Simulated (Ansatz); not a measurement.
# Sr2La: the cost of one run

Program: Ansatz 0.2.0. Level of theory: DFT PBE, scalar-relativistic, plane waves, PAW. These are calculated values, not measurements.

2 further runs of the same task are left out: 2 that didn't finish.

## (1) The system as given

It takes space group F-43m (No. 216, cubic). Conventional cell: a = 8.987 Å, b = 8.987 Å, c = 8.987 Å, α = 90.00°, β = 90.00°, γ = 90.00°. Sr (site symmetry 3m) is surrounded by 3 Sr at 2.66 Å. La (site symmetry -43m) is surrounded by 12 Sr at 3.79 Å and 4 La at 3.89 Å. La (site symmetry -43m) is surrounded by 12 Sr at 3.68 Å and 4 La at 3.89 Å.

As a file:

```cif
data_structure
_symmetry_space_group_name_H-M 'P 1'
_symmetry_Int_Tables_number 1
_cell_length_a 6.3547
_cell_length_b 6.3547
_cell_length_c 6.3547
_cell_angle_alpha 60.000
_cell_angle_beta 60.000
_cell_angle_gamma 60.000
_cell_volume 181.46
loop_
_atom_site_label
_atom_site_type_symbol
_atom_site_fract_x
_atom_site_fract_y
_atom_site_fract_z
_atom_site_occupancy
Sr1 Sr 0.14524 0.14524 0.14524 1
Sr2 Sr 0.14524 0.14524 0.56427 1
Sr3 Sr 0.14524 0.56427 0.14524 1
Sr4 Sr 0.56427 0.14524 0.14524 1
La1 La 0.75000 0.75000 0.75000 1
La2 La 0.50000 0.50000 0.50000 1
```

A structure generator made this guess: random cell by space group and Wyckoff sites (F-43m, No. 216). The dimensions are guesses.

## (2) Probe: one point on a coarse mesh

File input.yaml:

```yaml
crystal:
  lattice:
    - [0.0, 4.49348617, 4.49348617]
    - [4.49348617, 0.0, 4.49348617]
    - [4.49348617, 4.49348617, 0.0]
  atoms:
    - { symbol: Sr, position: [0.14524309, 0.14524309, 0.14524309] }
    - { symbol: Sr, position: [0.14524309, 0.14524309, 0.56427073] }
    - { symbol: Sr, position: [0.14524309, 0.56427073, 0.14524309] }
    - { symbol: Sr, position: [0.56427073, 0.14524309, 0.14524309] }
    - { symbol: La, position: [0.75, 0.75, 0.75] }
    - { symbol: La, position: [0.5, 0.5, 0.5] }
basis:
  ecutwfc: 420
kpoints:
  mp_grid: { grid: [4, 4, 4] }
hamiltonian:
  xc: pbe
scf:
  occupations: { method: gaussian, width: 0.1 }
  lower_state_search: "off"
output:
  forces: true
  stress: true
  eigenvalues: true
```

Started as:

```console
$ ansatz run input.yaml --threads 1 --pin off --max-ram 2560MiB --backend cpu --events-out ev --progress --plain --runs-dir out
```

**Question.** How long does this run take on 1 thread of Intel Xeon at 2.50GHz (Skylake/Cascade Lake), shared host, and how much memory does it need?

About 11 s, with a peak of 0.41 GiB.
